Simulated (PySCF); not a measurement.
# C7H11FO: the cost of one run

Computed with PySCF 2.14.0 and routines of our own; the level stands in each step. Atoms count from 0.

## 1. The system as given

20 atoms, charge 0, multiplicity 1; geometry from: GFN2-xTB.

## 2. Magnetic properties: GIAO PBE/pcSseg-1

The job: settings as JSON, then the geometry in Å.

```
{"job": {"kind": "mag", "xc": "PBE", "basis": "pcSseg-1", "isotopologues": 0}, "charge": 0, "multiplicity": 1}
C      2.615162    -0.121261    -0.024721
O      1.592419     0.577120    -0.707479
C      0.305636     0.294262    -0.278169
C     -0.187297     0.509905     1.174400
C     -1.553450     0.594681     0.474744
C     -1.739454    -0.837106    -0.033941
C     -0.327050    -1.078407    -0.597983
F      0.297662    -2.115709     0.066593
C     -0.826387     1.242677    -0.712728
H      2.554558     0.050923     1.054341
H      3.553149     0.276918    -0.406136
H      2.567934    -1.195981    -0.217838
H      0.146466     1.456012     1.590322
H     -0.033696    -0.301875     1.881591
H     -2.407737     1.066982     0.948859
H     -1.955212    -1.543858     0.766572
H     -2.512371    -0.915698    -0.796416
H     -0.289335    -1.335794    -1.660037
H     -1.243883     1.103408    -1.706861
H     -0.562264     2.283478    -0.553901
```

Level: GIAO PBE/pcSseg-1 magnetisability, rotational g tensor and spin-rotation constants, non-relativistic, gas phase.

The run is started by

```console
OMP_NUM_THREADS=1 python excited_run.py task.json out
```

The driver reads the jobs from task.json and runs them one after another.

Q: Estimate the wall time and peak memory of this first job on 1 thread of Arm Neoverse V1, shared host.

About 61 s, with a peak of 0.74 GiB.
